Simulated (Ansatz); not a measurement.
# CH4S2Si: rotation by 120° about the C1–Si2 bond, part 1 of 2

How high is the barrier for the rotation by 120° about the C1–Si2 bond? Relax the two ends, then run a nudged elastic band between them. SMILES of the start: C[SiH]1SS1.

Program: Ansatz 0.2.0. Level of theory: RKS LDA/def2-SVP. These are calculated values, not measurements.

## 1. Starting point

Bond lengths: C1–Si2 1.884 Å, Si2–S3 2.136 Å, Si2–S4 2.136 Å, S3–S4 2.130 Å, C1–H5 1.086 Å, C1–H6 1.086 Å, C1–H7 1.088 Å, Si2–H8 1.448 Å. Angles: C1–Si2–S3 117.6°, C1–Si2–S4 117.7°, C1–Si2–H8 120.9°, S3–Si2–S4 59.8°, S3–Si2–H8 113.0°, S4–Si2–H8 113.0°, Si2–C1–H5 110.8°, Si2–C1–H6 110.7°, Si2–C1–H7 111.1°, H5–C1–H6 107.8°, H5–C1–H7 108.1°, H6–C1–H7 108.2°, Si2–S3–S4 60.1°, Si2–S4–S3 60.1°.

Structure file:

```xyz
8

C    -0.5751    0.9400   -0.3668
Si    0.0386   -0.6540    0.4284
S     2.1160   -0.7846    0.9065
S     1.3298   -1.9049   -0.7254
H    -1.4782    0.7605   -0.9426
H    -0.8061    1.6835    0.3903
H     0.1753    1.3576   -1.0348
H    -0.8003   -1.3981    1.3443
```

## 2. End point A

File input.yaml:

```yaml
crystal:
  periodic: [false, false, false]
  atoms:
    - { symbol: C, position_ang: [-0.57514, 0.93996, -0.3668] }
    - { symbol: Si, position_ang: [0.0386, -0.65404, 0.42844] }
    - { symbol: S, position_ang: [2.11599, -0.78457, 0.90655] }
    - { symbol: S, position_ang: [1.32981, -1.90488, -0.72537] }
    - { symbol: H, position_ang: [-1.4782, 0.76051, -0.9426] }
    - { symbol: H, position_ang: [-0.80605, 1.68352, 0.39026] }
    - { symbol: H, position_ang: [0.17529, 1.35764, -1.03478] }
    - { symbol: H, position_ang: [-0.80031, -1.39813, 1.3443] }
basis:
  gaussian: { orbitals: def2-SVP }
hamiltonian:
  xc: lda
relax:
  f_tol: 0.015
  max_steps: 40
```

Command:

```sh
$ ansatz run input.yaml --threads 1 --pin off --max-ram 2048MiB --backend cpu --events-out ev --progress --plain --runs-dir out
```

Log, shortened:

```text
Warning: RAYON_NUM_THREADS=1 ignored (pool sized by the plan → 1); use --threads N
[...]
Functional definition: SPW92
[...]
996 factors; their error is unknown
[...]
mean field -30524.80875059 eV, -1121.7660311259 hartree, gradient 3.2e-5 eV, S^2 0.000000; 0 other end points of the search recorded, 0 dependent functions left out
[...]
reference -30524.80877827 eV, -1121.7660321427 hartree; 28, 28 occupied and 60, 60 virtual orbitals, 996 factors
relax step   1: F+E_penalty+E_count = -30524.80875059 eV  Δ(F+E_penalty+E_count) = +0.000e0 eV  max|allowed force component| = 1.116e0 eV/Å  Δτ_max = 0.0000 Å  (27 SCF iters, accepted)
[...]
relax step   4: F+E_penalty+E_count = -30524.92500423 eV  Δ(F+E_penalty+E_count) = -2.690e-4 eV  max|allowed force component| = 1.772e-2 eV/Å  Δτ_max = 0.0057 Å  (29 SCF iters, accepted)
[...]
relax step   5: F+E_penalty+E_count = -30524.92508530 eV  Δ(F+E_penalty+E_count) = -8.107e-5 eV  max|allowed force component| = 5.014e-3 eV/Å  Δτ_max = 0.0084 Å  (29 SCF iters, accepted)
996 factors; their error is unknown
[...]
mean field -30524.92508530 eV, -1121.7703063476 hartree, gradient 1.6e-5 eV, S^2 0.000000; 1 other end points of the search recorded, 0 dependent functions left out
[...]
reference -30524.92511289 eV, -1121.7703073613 hartree; 28, 28 occupied and 60, 60 virtual orbitals, 996 factors
Total energy: -30524.92511289 eV, -1121.7703073613 hartree
Atom 0 at    -0.564999     0.913813    -0.353617 Å, force     0.003786     0.000833    -0.002282 eV/Å
Atom 1 at     0.078809    -0.643857     0.404223 Å, force     0.000448     0.005014    -0.003636 eV/Å
Atom 2 at     2.131442    -0.748052     0.910760 Å, force     0.000660    -0.000813     0.000869 eV/Å
Atom 3 at     1.316072    -1.901363    -0.765710 Å, force    -0.000209    -0.001497     0.000138 eV/Å
Atom 4 at    -1.488042     0.713715    -0.939253 Å, force    -0.000273    -0.000337    -0.000848 eV/Å
Atom 5 at    -0.811176     1.660244     0.432049 Å, force    -0.000419     0.000477     0.000508 eV/Å
Atom 6 at     0.209418     1.335744    -1.026945 Å, force    -0.003362    -0.000932     0.002756 eV/Å
Atom 7 at    -0.871535    -1.330234     1.338492 Å, force    -0.000631    -0.002745     0.002495 eV/Å
Dipole moment:    -0.501856     0.361052    -0.004130 e Å
```

Wall time 12 s (1 thread of Intel Xeon at 2.70GHz, shared host); peak memory 0.13 GiB.

Step by step:

```csv
step,energy from step 1 (eV),largest force component (eV/Å)
1,0.0000,1.1160
2,-0.1052,0.3876
3,-0.1160,0.0565
4,-0.1163,0.0177
5,-0.1163,0.0050
```

Step 1 is the start.

After: Bond lengths: C1–Si2 1.848 Å, Si2–S3 2.117 Å, Si2–S4 2.117 Å, S3–S4 2.192 Å, C1–H5 1.111 Å, C1–H6 1.111 Å, C1–H7 1.110 Å, Si2–H8 1.499 Å. Angles: C1–Si2–S3 118.5°, C1–Si2–S4 118.5°, C1–Si2–H8 114.9°, S3–Si2–S4 62.4°, S3–Si2–H8 116.3°, S4–Si2–H8 116.3°, Si2–C1–H5 110.7°, Si2–C1–H6 110.7°, Si2–C1–H7 109.0°, H5–C1–H6 108.0°, H5–C1–H7 109.2°, H6–C1–H7 109.2°, Si2–S3–S4 58.8°, Si2–S4–S3 58.8°.

## 3. End point B

The second end starts from a geometry with the move made by hand.

File input.yaml:

```yaml
crystal:
  periodic: [false, false, false]
  atoms:
    - { symbol: C, position_ang: [-0.57514, 0.93996, -0.3668] }
    - { symbol: Si, position_ang: [0.0386, -0.65404, 0.42844] }
    - { symbol: S, position_ang: [-0.81948, -1.21928, 2.30071] }
    - { symbol: S, position_ang: [1.1802, -0.48983, 2.22646] }
    - { symbol: H, position_ang: [-1.4782, 0.76051, -0.9426] }
    - { symbol: H, position_ang: [-0.80605, 1.68352, 0.39026] }
    - { symbol: H, position_ang: [0.17529, 1.35764, -1.03478] }
    - { symbol: H, position_ang: [0.42196, -1.78964, -0.38377] }
basis:
  gaussian: { orbitals: def2-SVP }
hamiltonian:
  xc: lda
relax:
  f_tol: 0.015
  max_steps: 40
```

Command:

```sh
$ ansatz run input.yaml --threads 1 --pin off --max-ram 2048MiB --backend cpu --events-out ev --progress --plain --runs-dir out
```

Log, shortened:

```text
Warning: RAYON_NUM_THREADS=1 ignored (pool sized by the plan → 1); use --threads N
[...]
Functional definition: SPW92
[...]
996 factors; their error is unknown
[...]
mean field -30524.80949081 eV, -1121.7660583283 hartree, gradient 3.2e-5 eV, S^2 0.000000; 0 other end points of the search recorded, 0 dependent functions left out
[...]
reference -30524.80951849 eV, -1121.7660593453 hartree; 28, 28 occupied and 60, 60 virtual orbitals, 996 factors
relax step   1: F+E_penalty+E_count = -30524.80949081 eV  Δ(F+E_penalty+E_count) = +0.000e0 eV  max|allowed force component| = 1.192e0 eV/Å  Δτ_max = 0.0000 Å  (27 SCF iters, accepted)
[...]
relax step   5: F+E_penalty+E_count = -30524.92500496 eV  Δ(F+E_penalty+E_count) = -2.077e-5 eV  max|allowed force component| = 2.156e-2 eV/Å  Δτ_max = 0.0133 Å  (29 SCF iters, accepted)
[...]
reference -30524.92511710 eV, -1121.7703075162 hartree; 28, 28 occupied and 60, 60 virtual orbitals, 996 factors
Total energy: -30524.92511710 eV, -1121.7703075162 hartree
Atom 0 at    -0.566900     0.914794    -0.351619 Å, force     0.000203    -0.000885    -0.000243 eV/Å
Atom 1 at     0.028775    -0.629552     0.470140 Å, force     0.000675    -0.000967     0.000145 eV/Å
Atom 2 at    -0.853199    -1.204663     2.306578 Å, force     0.000397     0.000638    -0.000667 eV/Å
Atom 3 at     1.205409    -0.455903     2.221328 Å, force    -0.000804    -0.000025    -0.000971 eV/Å
Atom 4 at    -1.476447     0.711390    -0.956945 Å, force    -0.000207     0.000238    -0.000549 eV/Å
Atom 5 at    -0.807587     1.669728     0.424839 Å, force     0.000084    -0.000426     0.001304 eV/Å
Atom 6 at     0.212785     1.324399    -1.029397 Å, force     0.000041     0.000445    -0.000347 eV/Å
Atom 7 at     0.394345    -1.741354    -0.467004 Å, force    -0.000388     0.000981     0.001327 eV/Å
Dipole moment:    -0.109002     0.235622    -0.561639 e Å
```

Wall time 19 s (1 thread of Intel Xeon at 2.70GHz, shared host); peak memory 0.13 GiB.

Step by step:

```
step  energy from step 1 (eV)  largest force component (eV/Å)
   1                   0.0000                          1.1917
   2                  -0.1043                          0.3913
   3                  -0.1152                          0.0516
   4                  -0.1155                          0.0351
   5                  -0.1155                          0.0216
   6                  -0.1156                          0.0013
```

Step 1 is the start.

After: Bond lengths: C1–Si2 1.848 Å, Si2–S3 2.117 Å, Si2–S4 2.117 Å, S3–S4 2.192 Å, C1–H5 1.111 Å, C1–H6 1.109 Å, C1–H7 1.111 Å, Si2–H8 1.499 Å. Angles: C1–Si2–S3 118.6°, C1–Si2–S4 118.6°, C1–Si2–H8 114.9°, S3–Si2–S4 62.4°, S3–Si2–H8 116.3°, S4–Si2–H8 116.3°, Si2–C1–H5 110.7°, Si2–C1–H6 109.1°, Si2–C1–H7 110.7°, H5–C1–H6 109.2°, H5–C1–H7 108.0°, H6–C1–H7 109.2°, Si2–S3–S4 58.8°, Si2–S4–S3 58.8°.

## 4. The band

crystal.atoms is end A as relaxed above, and neb.final_atoms is end B, turned to lie on A. With 7 inner images the band has 9 in all. The start path is listed, through a guess of the saddle.

File input.yaml:

```yaml
crystal:
  periodic: [false, false, false]
  atoms:
    - { symbol: C, position_ang: [-0.564999, 0.913813, -0.353617] }
    - { symbol: Si, position_ang: [0.078809, -0.643857, 0.404223] }
    - { symbol: S, position_ang: [2.131442, -0.748052, 0.91076] }
    - { symbol: S, position_ang: [1.316072, -1.901363, -0.76571] }
    - { symbol: H, position_ang: [-1.488042, 0.713715, -0.939253] }
    - { symbol: H, position_ang: [-0.811176, 1.660244, 0.432049] }
    - { symbol: H, position_ang: [0.209418, 1.335744, -1.026945] }
    - { symbol: H, position_ang: [-0.871535, -1.330234, 1.338492] }
basis:
  gaussian: { orbitals: def2-SVP }
hamiltonian:
  xc: lda
neb:
  order_check: false
  images: 7
  f_tol: 0.05
  max_iterations: 60
  final_atoms:
    - { symbol: C, position_ang: [-0.5657884, 0.91228632, -0.35729203] }
    - { symbol: Si, position_ang: [0.05186618, -0.70854894, 0.28029485] }
    - { symbol: S, position_ang: [1.81258306, -0.73029948, 1.45525797] }
    - { symbol: S, position_ang: [1.79802023, -1.53750281, -0.58287517] }
    - { symbol: H, position_ang: [-1.18158776, 1.42729706, 0.41122836] }
    - { symbol: H, position_ang: [0.30075351, 1.5535656, -0.61922448] }
    - { symbol: H, position_ang: [-1.19619005, 0.76414272, -1.26046156] }
    - { symbol: H, position_ang: [-1.01966776, -1.68093047, 0.67307105] }
  initial_path:
    images:
      - { positions_ang: [[-0.564999, 0.913813, -0.353617], [0.078809, -0.643857, 0.404223], [2.131442, -0.748052, 0.91076], [1.316072, -1.901363, -0.76571], [-1.488042, 0.713715, -0.939253], [-0.811176, 1.660244, 0.432049], [0.209418, 1.335744, -1.026945], [-0.871535, -1.330234, 1.338492]] }
      - { positions_ang: [[-0.56815517, 0.91925576, -0.35878429], [0.06208744, -0.65921933, 0.38810225], [2.08066842, -0.74664571, 1.00347373], [1.40226373, -1.84311367, -0.72870869], [-1.52887096, 0.79644812, -0.76794327], [-0.63342769, 1.68749341, 0.35705657], [0.07041585, 1.25324241, -1.1290044], [-0.88499262, -1.407451, 1.23580709]] }
      - { positions_ang: [[-0.57131133, 0.92469852, -0.36395157], [0.04536589, -0.67458165, 0.37198149], [2.02989485, -0.74523942, 1.09618747], [1.48845545, -1.78486433, -0.69170739], [-1.56969992, 0.87918125, -0.59663353], [-0.45567938, 1.71474281, 0.28206415], [-0.06858631, 1.17074082, -1.23106379], [-0.89845024, -1.484668, 1.13312218]] }
      - { positions_ang: [[-0.5744675, 0.93014128, -0.36911886], [0.02864433, -0.68994398, 0.35586074], [1.97912127, -0.74383313, 1.1889012], [1.57464718, -1.726615, -0.65470608], [-1.61052889, 0.96191437, -0.4253238], [-0.27793108, 1.74199222, 0.20707172], [-0.20758846, 1.08823922, -1.33312319], [-0.91190786, -1.561885, 1.03043727]] }
      - { positions_ang: [[-0.57762366, 0.93558404, -0.37428615], [0.01192278, -0.7053063, 0.33973999], [1.92834769, -0.74242683, 1.28161494], [1.66083891, -1.66836567, -0.61770478], [-1.65135785, 1.0446475, -0.25401407], [-0.10018277, 1.76924163, 0.13207929], [-0.34659062, 1.00573763, -1.43518259], [-0.92536548, -1.63910199, 0.92775236]] }
      - { positions_ang: [[-0.57466485, 0.92975961, -0.37003762], [0.02190863, -0.70611696, 0.3248787], [1.89940653, -0.739395, 1.3250257], [1.69513424, -1.63564995, -0.60899737], [-1.53391533, 1.14030989, -0.08770346], [5.13e-05, 1.71532262, -0.05574665], [-0.55899048, 0.9453389, -1.39150233], [-0.94894105, -1.64955911, 0.86408203]] }
      - { positions_ang: [[-0.57170603, 0.92393518, -0.36578909], [0.03189448, -0.70692762, 0.31001742], [1.87046537, -0.73636316, 1.36843646], [1.72942957, -1.60293424, -0.60028997], [-1.4164728, 1.23597228, 0.07860714], [0.10028537, 1.66140361, -0.2435726], [-0.77139033, 0.88494018, -1.34782207], [-0.97251662, -1.66001623, 0.80041171]] }
      - { positions_ang: [[-0.56874722, 0.91811075, -0.36154056], [0.04188033, -0.70773828, 0.29515614], [1.84152422, -0.73333132, 1.41184722], [1.7637249, -1.57021852, -0.59158257], [-1.29903028, 1.33163467, 0.24491775], [0.20051944, 1.6074846, -0.43139854], [-0.98379019, 0.82454145, -1.30414182], [-0.99609219, -1.67047335, 0.73674138]] }
      - { positions_ang: [[-0.5657884, 0.91228632, -0.35729203], [0.05186618, -0.70854894, 0.28029485], [1.81258306, -0.73029948, 1.45525797], [1.79802023, -1.53750281, -0.58287517], [-1.18158776, 1.42729706, 0.41122836], [0.30075351, 1.5535656, -0.61922448], [-1.19619005, 0.76414272, -1.26046156], [-1.01966776, -1.68093047, 0.67307105]] }
```

Command:

```sh
$ ansatz run input.yaml --threads 1 --pin off --max-ram 2048MiB --backend cpu --events-out ev --progress --plain --runs-dir out
```

Log, shortened:

```text
Warning: RAYON_NUM_THREADS=1 ignored (pool sized by the plan → 1); use --threads N
[...]
Functional definition: SPW92
[...]
996 factors; their error is unknown
[...]
mean field -30524.92508561 eV, -1121.7703063588 hartree, gradient 3.9e-5 eV, S^2 0.000000; 0 other end points of the search recorded, 0 dependent functions left out
[...]
reference -30524.92511316 eV, -1121.7703073712 hartree; 28, 28 occupied and 60, 60 virtual orbitals, 996 factors
996 factors; their error is unknown
[...]
mean field -30524.92509749 eV, -1121.7703067954 hartree, gradient 3.4e-5 eV, S^2 0.000000; 0 other end points of the search recorded, 0 dependent functions left out
[...]
reference -30524.92512517 eV, -1121.7703078125 hartree; 28, 28 occupied and 60, 60 virtual orbitals, 996 factors
NEB end point (image 0): max|allowed force component| = 4.995e-3 eV/Å (the criterion of neb.relax_end_points is 1.000e-2)
[...]
reference -30524.86480093 eV, -1121.7680909376 hartree; 28, 28 occupied and 60, 60 virtual orbitals, 996 factors
[...]
996 factors; their error is unknown
mean field -30524.84988990 eV, -1121.7675429675 hartree, gradient 1.3e-5 eV, S^2 0.000000; 0 other end points of the search recorded, 0 dependent functions left out
[...]
reference -30524.84991738 eV, -1121.7675439774 hartree; 28, 28 occupied and 60, 60 virtual orbitals, 996 factors
[...]
996 factors; their error is unknown
mean field -30524.85708293 eV, -1121.7678073063 hartree, gradient 1.1e-5 eV, S^2 0.000000; 0 other end points of the search recorded, 0 dependent functions left out
[...]
reference -30524.85711047 eV, -1121.7678083184 hartree; 28, 28 occupied and 60, 60 virtual orbitals, 996 factors
[...]
996 factors; their error is unknown
mean field -30524.84042540 eV, -1121.7671951536 hartree, gradient 1.3e-5 eV, S^2 0.000000; 0 other end points of the search recorded, 0 dependent functions left out
[...]
reference -30524.84045294 eV, -1121.7671961655 hartree; 28, 28 occupied and 60, 60 virtual orbitals, 996 factors
[...]
996 factors; their error is unknown
[...]
```

## 5. The log goes on: band between the two ends

The log, continued, shortened:

```text
mean field -30524.84787436 eV, -1121.7674688976 hartree, gradient 1.2e-5 eV, S^2 0.000000; 0 other end points of the search recorded, 0 dependent functions left out
[...]
reference -30524.84790186 eV, -1121.7674699083 hartree; 28, 28 occupied and 60, 60 virtual orbitals, 996 factors
[...]
996 factors; their error is unknown
mean field -30524.89341477 eV, -1121.7691424768 hartree, gradient 1.2e-5 eV, S^2 0.000000; 0 other end points of the search recorded, 0 dependent functions left out
[...]
reference -30524.89344240 eV, -1121.7691434921 hartree; 28, 28 occupied and 60, 60 virtual orbitals, 996 factors
NEB iter   2: max|band force component| = 1.029e0 eV/Å  barrier→ = 0.0847 eV  barrier← = 0.0847 eV  Δτ_max = 0.0259 Å  (202 SCF iters)
[...]
Total energy: -30524.86794577 eV, -1121.7682065084 hartree
Atom 0 at    -0.578506     0.913083    -0.361446 Å, force     0.010362    -0.007457     0.003015 eV/Å
Atom 1 at     0.055449    -0.690271     0.328688 Å, force    -0.008242     0.007526    -0.002048 eV/Å
Atom 2 at     1.940558    -0.712909     1.294902 Å, force     0.000170    -0.000897     0.002591 eV/Å
Atom 3 at     1.656049    -1.666594    -0.657431 Å, force    -0.000032    -0.002050    -0.001415 eV/Å
Atom 4 at    -1.678206     1.004082    -0.244231 Å, force     0.002727    -0.003035     0.000977 eV/Å
Atom 5 at    -0.084498     1.759833     0.159382 Å, force    -0.004126     0.002061    -0.004046 eV/Å
Atom 6 at    -0.319390     0.979558    -1.438789 Å, force    -0.003196     0.004500     0.000891 eV/Å
Atom 7 at    -0.991466    -1.586771     0.918924 Å, force     0.002337    -0.000649     0.000036 eV/Å
Dipole moment:    -0.518237     0.325957    -0.083689 e Å
this run last wrote the band of iteration 4 to <dir>
```

Run time: 76 s. Hardware: 1 thread of Intel Xeon at 2.70GHz, shared host; peak memory 0.13 GiB.

## 6. The band, image by image

Images 0 and 8 are the ends. Energies count from image 0; the path length is the program's own measure over all atoms.

| image | path (Å) | energy (eV) | dihedral H5–C1–Si2–S3 (°) | band force (eV/Å) |
| --- | --- | --- | --- | --- |
| 0 | 0.000 | 0.0000 | 157 | - |
| 1 | 0.396 | 0.0085 | 172 | 0.006 |
| 2 | 0.792 | 0.0286 | -173 | 0.008 |
| 3 | 1.188 | 0.0488 | -159 | 0.009 |
| 4* | 1.584 | 0.0572 | -144 | 0.010 |
| 5 | 1.981 | 0.0486 | -129 | 0.013 |
| 6 | 2.379 | 0.0282 | -114 | 0.021 |
| 7 | 2.776 | 0.0081 | -99 | 0.008 |
| 8 | 3.174 | 0.0000 | -84 | - |

The star marks the climbing image.

image, energy (eV) and a bar:
```
        0      0.000 
        1      0.008 ####
        2      0.029 ###############
        3      0.049 ##########################
        4      0.057 ##############################
        5      0.049 ##########################
        6      0.028 ###############
        7      0.008 ####
        8      0.000
```

How the highest energy settled:

| iteration | highest image above image 0 (eV) | largest band force (eV/Å) |
| --- | --- | --- |
| 1 | 0.7431 | 4.668 |
| 2 | 0.0847 | 1.029 |
| 3 | 0.0574 | 0.250 |
| 4 | 0.0572 | 0.021 |

The band as a trajectory file:

```xyz
8
image=0 dE=0.0000
C    -0.565    0.914   -0.354
Si    0.079   -0.644    0.404
S     2.131   -0.748    0.911
S     1.316   -1.901   -0.766
H    -1.488    0.714   -0.939
H    -0.811    1.660    0.432
H     0.209    1.336   -1.027
H    -0.872   -1.330    1.338
8
image=1 dE=0.0085
C    -0.568    0.913   -0.356
Si    0.070   -0.657    0.383
S     2.091   -0.727    1.010
S     1.409   -1.849   -0.745
H    -1.586    0.769   -0.776
H    -0.621    1.712    0.414
H     0.120    1.239   -1.164
H    -0.915   -1.401    1.234
8
image=2 dE=0.0286
C    -0.572    0.914   -0.357
Si    0.064   -0.670    0.364
S     2.046   -0.716    1.104
S     1.494   -1.795   -0.721
H    -1.653    0.839   -0.600
H    -0.430    1.749    0.360
H    -0.003    1.145   -1.282
H    -0.947   -1.467    1.132
8
image=3 dE=0.0488
C    -0.576    0.914   -0.359
Si    0.059   -0.680    0.346
S     1.997   -0.712    1.199
S     1.575   -1.735   -0.693
H    -1.684    0.919   -0.420
H    -0.248    1.765    0.273
H    -0.152    1.057   -1.375
H    -0.972   -1.528    1.029
8
image=4 dE=0.0572
C    -0.579    0.913   -0.361
Si    0.055   -0.690    0.329
S     1.941   -0.713    1.295
S     1.656   -1.667   -0.657
H    -1.678    1.004   -0.244
H    -0.084    1.760    0.159
H    -0.319    0.980   -1.439
H    -0.991   -1.587    0.919
8
image=5 dE=0.0486
C    -0.576    0.913   -0.361
Si    0.055   -0.694    0.318
S     1.909   -0.722    1.343
S     1.696   -1.628   -0.641
H    -1.621    1.107   -0.042
H     0.075    1.738   -0.006
H    -0.537    0.898   -1.470
H    -1.000   -1.613    0.858
8
image=6 dE=0.0282
C    -0.572    0.912   -0.359
Si    0.054   -0.698    0.308
S     1.881   -0.727    1.380
S     1.727   -1.595   -0.627
H    -1.513    1.218    0.144
H     0.198    1.694   -0.200
H    -0.768    0.829   -1.449
H    -1.008   -1.634    0.803
8
image=7 dE=0.0081
C    -0.568    0.912   -0.358
Si    0.053   -0.702    0.296
S     1.851   -0.729    1.414
S     1.759   -1.566   -0.609
H    -1.362    1.327    0.298
H     0.276    1.630   -0.410
H    -0.993    0.783   -1.376
H    -1.015   -1.655    0.744
8
image=8 dE=0.0000
C    -0.566    0.912   -0.357
Si    0.052   -0.709    0.280
S     1.813   -0.730    1.455
S     1.798   -1.538   -0.583
H    -1.182    1.427    0.411
H     0.301    1.554   -0.619
H    -1.196    0.764   -1.260
H    -1.020   -1.681    0.673
```

(Continued in part 2 of 2.)
